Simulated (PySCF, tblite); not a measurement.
**C5H4F2N2O: a rotation path, then NMR shifts on frames**

Aim: move C5H4F2N2O (`FC(F)Oc1ccnnc1`) away from its starting geometry and see how NMR shifts follow the geometry.

Computed with tblite 0.8.0 and PySCF 2.14.0, with density-fitted response routines of our own, on a single molecule in the gas phase. Atoms are numbered from 0 throughout.

### 1 The starting structure

14 atoms, charge 0, multiplicity 1; geometry from: GFN2-xTB.

Bonds of the start (Å): F0–C1 1.35, C1–F2 1.34, C1–O3 1.36, O3–C4 1.37, C4–C5 1.39, C5–C6 1.39, C6–N7 1.32, N7–N8 1.29, N8–C9 1.32, C9–C4 1.40, C1–H10 1.11, C5–H11 1.08, C6–H12 1.08, C9–H13 1.08.

### 2 The rotation path with GFN2-xTB

The job: settings as JSON, then the geometry in Å.

```
{"job": {"kind": "neb", "xc": "GFN2-xTB", "basis": "xTB", "atoms": [5, 4, 3, 1], "turn": 180}, "charge": 0, "multiplicity": 1}
F      2.814825    -0.493532     0.138813
C      2.191243     0.500162    -0.537619
F      3.062618     1.509338    -0.618939
O      1.103634     0.958345     0.128484
C     -0.043313     0.201739     0.142932
C     -1.194158     0.793338     0.643866
C     -2.344803     0.013968     0.642652
N     -2.369314    -1.226530     0.190976
N     -1.290538    -1.778009    -0.259319
C     -0.146574    -1.122793    -0.292791
H      1.980971     0.127989    -1.559077
H     -1.176219     1.806864     1.008946
H     -3.284526     0.397300     1.012538
H      0.695476    -1.688655    -0.663626
```

With the program's defaults for keys left out, this is: GFN2-xTB climbing-image nudged elastic band, gas phase.

On the command line:

```bash
$ OMP_NUM_THREADS=1 python probes_run.py task.json out
```

The driver reads the jobs from task.json and runs them one after another.

What it wrote:

```text
image   E - E0 / eV
  0       0.0000
  1       0.0416
  2       0.1147
  3       0.1626
  4       0.1515
  5       0.1152
  6       0.0863
  7       0.0314
  8      -0.0052
```

Run time: 5.2 s. Hardware: 1 thread of Intel Xeon Platinum 8488C, shared host; peak memory 0.18 GiB.

The final band, with the dihedral C5–C4–O3–C1:

| image | dihedral (°) | energy (eV) | energy (kcal/mol) |
| --- | --- | --- | --- |
| 0 | -170 | 0.000 | 0.0 |
| 1 | -147 | 0.042 | 1.0 |
| 2 | -124 | 0.115 | 2.6 |
| 3 | -99 | 0.163 | 3.7 |
| 4 | -73 | 0.151 | 3.5 |
| 5 | -48 | 0.115 | 2.7 |
| 6 | -28 | 0.086 | 2.0 |
| 7 | -10 | 0.031 | 0.7 |
| 8 | 9 | -0.005 | -0.1 |

### 3 Nuclear shieldings: image 0, PBE0/pcSseg-1

The job: settings as JSON, then the geometry in Å.

```
{"job": {"kind": "nmr", "xc": "PBE0", "basis": "pcSseg-1", "pop": false}, "charge": 0, "multiplicity": 1}
F      2.814800    -0.493500     0.138800
C      2.191200     0.500200    -0.537600
F      3.062600     1.509300    -0.618900
O      1.103600     0.958300     0.128500
C     -0.043300     0.201700     0.142900
C     -1.194200     0.793300     0.643900
C     -2.344800     0.014000     0.642700
N     -2.369300    -1.226500     0.191000
N     -1.290500    -1.778000    -0.259300
C     -0.146600    -1.122800    -0.292800
H      1.981000     0.128000    -1.559100
H     -1.176200     1.806900     1.008900
H     -3.284500     0.397300     1.012500
H      0.695500    -1.688700    -0.663600
```

With the program's defaults for keys left out, this is: GIAO PBE0/pcSseg-1 NMR shielding, non-relativistic, gas phase.

What it wrote:

```text
coarse grid: 13296 points
cycle   1  E = -576.4212819622  dE =  2.078e+00  |g| = 8.641e-01  |ddm| = 3.711e+00
cycle   2  E = -576.3072967814  dE =  1.140e-01  |g| = 1.221e+00  |ddm| = 1.386e+00
cycle   3  E = -576.5487596203  dE = -2.415e-01  |g| = 1.174e-01  |ddm| = 8.205e-01
cycle   4  E = -576.5499752466  dE = -1.216e-03  |g| = 8.741e-02  |ddm| = 1.561e-01
cycle   5  E = -576.5518097136  dE = -1.834e-03  |g| = 1.243e-02  |ddm| = 1.014e-01
cycle   6  E = -576.5518373625  dE = -2.765e-05  |g| = 5.851e-03  |ddm| = 1.749e-02
cycle   7  E = -576.5518450627  dE = -7.700e-06  |g| = 1.565e-03  |ddm| = 5.834e-03
final grid: 133928 points
cycle   8  E = -576.6313780430  dE = -4.605e-05  |g| = 1.132e-02  |ddm| = 3.814e-02
cycle   9  E = -576.6313449724  dE =  3.307e-05  |g| = 1.741e-02  |ddm| = 2.228e-02
cycle  10  E = -576.6314016284  dE = -5.666e-05  |g| = 2.038e-03  |ddm| = 1.429e-02
cycle  11  E = -576.6314025938  dE = -9.654e-07  |g| = 5.940e-04  |ddm| = 2.316e-03
cycle  12  E = -576.6314026638  dE = -6.999e-08  |g| = 1.805e-04  |ddm| = 6.905e-04
cycle  13  E = -576.6314026700  dE = -6.234e-09  |g| = 7.101e-05  |ddm| = 2.167e-04
cycle  14  E = -576.6314026710  dE = -9.541e-10  |g| = 1.632e-05  |ddm| = 6.324e-05
converged SCF energy = -576.6314026710

GIAO shielding tensors (ppm)
atom      isotropic    diamagn.    paramagn.     s11        s22        s33       span
  0 F      266.051     473.316    -207.265    191.450    257.951    348.752    157.302
  1 C       65.491     239.330    -173.838     46.860     73.200     76.413     29.553
  2 F      275.115     466.881    -191.766    178.975    300.838    345.533    166.558
  3 O      165.133     401.046    -235.913    122.235    170.545    202.620     80.385
  4 C       28.485     256.898    -228.413    -66.500     28.058    123.898    190.398
  5 C       67.870     254.475    -186.605    -30.572     59.584    174.598    205.170
  6 C       31.372     249.845    -218.473    -93.341     42.511    144.947    238.287
  7 N     -189.565     321.641    -511.206   -630.512   -197.676    259.492    890.004
  8 N     -210.665     321.509    -532.174   -666.948   -210.196    245.150    912.099
  9 C       44.749     252.677    -207.927    -66.191     52.892    147.546    213.737
 10 H       24.747      28.283      -3.537     22.090     24.141     28.008      5.918
 11 H       24.470      31.485      -7.015     20.878     22.847     29.684      8.806
 12 H       22.096      28.138      -6.043     19.156     19.458     27.672      8.516
 13 H       22.265      31.314      -9.048     18.132     19.104     29.561     11.429
```

Wall time 58 s (1 thread of Intel Xeon Platinum 8488C, shared host); peak memory 0.84 GiB.

Shifts follow as δ = σ(reference) − σ, with reference shieldings (ppm) from runs at the same level and on the same kind of geometry: ¹H TMS 31.72, ¹³C TMS 186.9, ¹⁹F CFCl3 170.9, ¹⁵N NH3 267.7, ¹⁷O H2O 336.1. The references are single molecules in the gas phase, so shifts against H2O, NH3, PH3, H3PO4 or CFCl3 are not on the usual liquid scales and can be off by tens of ppm. Each atom is listed at this fixed geometry, with no averaging over motion; a spectrum would average atoms that exchange fast.

| atoms | environment | σ (ppm) | δ (ppm) |
| --- | --- | --- | --- |
| C4 | aromatic carbon bearing oxygen | 28.5 | 158.4 |
| C6 | aromatic CH next to a ring nitrogen | 31.4 | 155.6 |
| C9 | aromatic CH next to a ring nitrogen | 44.7 | 142.2 |
| C1 | sp3 CH bonded to 2 F and O | 65.5 | 121.4 |
| C5 | aromatic CH | 67.9 | 119.1 |
| H12 | hydrogen on an aromatic CH next to a ring nitrogen | 22.10 | 9.62 |
| H13 | hydrogen on an aromatic CH next to a ring nitrogen | 22.27 | 9.45 |
| H11 | hydrogen on an aromatic CH | 24.47 | 7.25 |
| H10 | hydrogen on an sp3 CH bonded to 2 F and O | 24.75 | 6.97 |
| F0 | fluorine of a CF2 group | 266.1 | -95.1 |
| F2 | fluorine of a CF2 group | 275.1 | -104.2 |
| O3 | ether oxygen | 165.1 | 170.9 |
| N8 | pyridine-type ring nitrogen | -210.7 | 478.4 |
| N7 | pyridine-type ring nitrogen | -189.6 | 457.3 |

Ring of atoms C4, C5, C6, N7, N8, C9: NICS(0) -7.2, NICS(1) -11.6, NICS(1)zz -28.2 ppm (means of both faces).

The fields below are evaluated on a grid from the run's orbitals.

Frontier orbitals at PBE0/pcSseg-1, with the share of their density that lies nearest to each atom:

| orbital | energy (eV) | lies on |
| --- | --- | --- |
| HOMO | -7.04 | N7, N8 about 40 % each; C6, C9 about 7 % each |
| LUMO | -1.71 | N8 28 %; C5 22 %; N7 14 % |

ELF in a plane through or near 12 of the atoms.

Ten even steps from ' ' (0.00) to '@' (1.00):
```
                                                        
                                                        
                                                        
                              ==**++                    
                            ==@@@@@@**                  
          ::++++..  --++--  ==@@@@@@**      ..          
        ::**%%%%--  **%%##..::@@@@@@--  ::##%%++        
      ..++%%++##==::##++##--++++..--**==@@@@@@@@--      
      ..++%%##%%++++%%==##++##%%..**%%--@@@@@@@@==      
        --==--==##..##**##--..##++##--%%**@@@@**..      
              --++++::  ::##%%==  ..##%%++..            
              ..::::    ::**====::--**::##**::          
                      ==%%**%%%%####**::%%@@%%--        
                    --@@@@@@==##....****@@@@%%--        
                    ++@@@@@@::**@@@@**..--**++..        
                    ::%%%%::  **@@@@##                  
                              ==%%%%**                  
                                ::--..                  
                                                        
                                                        
```
The map spans 11.9 Å across and 9.3 Å up, centred on the molecule. Atoms in the plane (x, y in Å): C1 (-2.3, 0.2), F2 (-3.3, 1.1), O3 (-1.1, 0.9), C4 (0.1, 0.2), C5 (1.2, 1.0), C6 (2.4, 0.3), N7 (2.5, -1.0), N8 (1.4, -1.7), C9 (0.2, -1.2), H11 (1.2, 2.1), H12 (3.4, 0.8), H13 (-0.6, -1.8).

On the surface of density 0.002 e/bohr³ the electrostatic potential runs, from the 1st to the 99th percentile, from -1.80 V near N7 to 1.80 V near H10.

### 4 Nuclear shieldings: image 1, PBE0/pcSseg-1

The job: settings as JSON, then the geometry in Å.

```
{"job": {"kind": "nmr", "xc": "PBE0", "basis": "pcSseg-1", "pop": false}, "charge": 0, "multiplicity": 1}
F      2.826600    -0.590500    -0.288800
C      2.158200     0.553100    -0.570900
F      3.056100     1.540100    -0.494900
O      1.183100     0.823800     0.328200
C     -0.004100     0.125600     0.254900
C     -1.167600     0.784900     0.621600
C     -2.346200     0.049900     0.548300
N     -2.380800    -1.211000     0.161600
N     -1.289800    -1.824800    -0.164000
C     -0.122200    -1.212600    -0.133100
H      1.796900     0.476700    -1.615100
H     -1.139200     1.814600     0.938100
H     -3.299500     0.489800     0.801200
H      0.727900    -1.820100    -0.409200
```

Level: GIAO PBE0/pcSseg-1 NMR shielding, non-relativistic, gas phase.

What it wrote:

```text
coarse grid: 13296 points
cycle   1  E = -576.4216904421  dE =  2.069e+00  |g| = 8.637e-01  |ddm| = 3.712e+00
cycle   2  E = -576.3093408164  dE =  1.123e-01  |g| = 1.217e+00  |ddm| = 1.360e+00
cycle   3  E = -576.5486705983  dE = -2.393e-01  |g| = 1.159e-01  |ddm| = 8.065e-01
cycle   4  E = -576.5498035852  dE = -1.133e-03  |g| = 8.743e-02  |ddm| = 1.549e-01
cycle   5  E = -576.5516438880  dE = -1.840e-03  |g| = 1.184e-02  |ddm| = 1.009e-01
cycle   6  E = -576.5516687105  dE = -2.482e-05  |g| = 5.678e-03  |ddm| = 1.684e-02
cycle   7  E = -576.5516758365  dE = -7.126e-06  |g| = 1.479e-03  |ddm| = 5.578e-03
final grid: 133928 points
cycle   8  E = -576.6308127341  dE = -4.504e-05  |g| = 1.063e-02  |ddm| = 4.029e-02
cycle   9  E = -576.6307853675  dE =  2.737e-05  |g| = 1.607e-02  |ddm| = 2.106e-02
cycle  10  E = -576.6308336295  dE = -4.826e-05  |g| = 1.955e-03  |ddm| = 1.333e-02
cycle  11  E = -576.6308345173  dE = -8.879e-07  |g| = 5.702e-04  |ddm| = 2.216e-03
cycle  12  E = -576.6308345819  dE = -6.456e-08  |g| = 1.704e-04  |ddm| = 6.591e-04
cycle  13  E = -576.6308345873  dE = -5.468e-09  |g| = 6.760e-05  |ddm| = 2.018e-04
cycle  14  E = -576.6308345882  dE = -8.690e-10  |g| = 1.626e-05  |ddm| = 6.215e-05
converged SCF energy = -576.6308345882

GIAO shielding tensors (ppm)
atom      isotropic    diamagn.    paramagn.     s11        s22        s33       span
  0 F      259.544     473.344    -213.800    172.861    256.806    348.966    176.105
  1 C       64.171     240.142    -175.970     46.408     71.194     74.912     28.505
  2 F      269.586     467.008    -197.422    171.578    293.904    343.277    171.698
  3 O      169.440     401.522    -232.083    133.912    162.889    211.518     77.605
  4 C       27.999     256.456    -228.457    -68.690     30.252    122.434    191.124
  5 C       66.122     254.716    -188.594    -34.211     59.098    173.479    207.690
  6 C       31.423     250.106    -218.684    -93.033     42.572    144.730    237.763
  7 N     -193.846     321.521    -515.367   -641.337   -200.113    259.912    901.249
  8 N     -212.567     321.484    -534.052   -670.384   -210.980    243.662    914.047
  9 C       41.387     251.927    -210.540    -71.275     49.764    145.674    216.949
 10 H       25.168      28.482      -3.314     23.185     24.055     28.264      5.079
 11 H       24.425      31.661      -7.236     20.891     22.693     29.689      8.799
 12 H       22.088      28.180      -6.092     19.119     19.455     27.690      8.570
 13 H       21.995      30.914      -8.919     18.008     18.593     29.384     11.376
```

Run time: 37 s. Hardware: 1 thread of Intel Xeon Platinum 8488C, shared host; peak memory 0.83 GiB.

Key values: δ C4 158.9, C6 155.5, C9 145.5, C1 122.8, H13 9.72, H12 9.63 ppm.

(Part 1 of 2 ends here.)
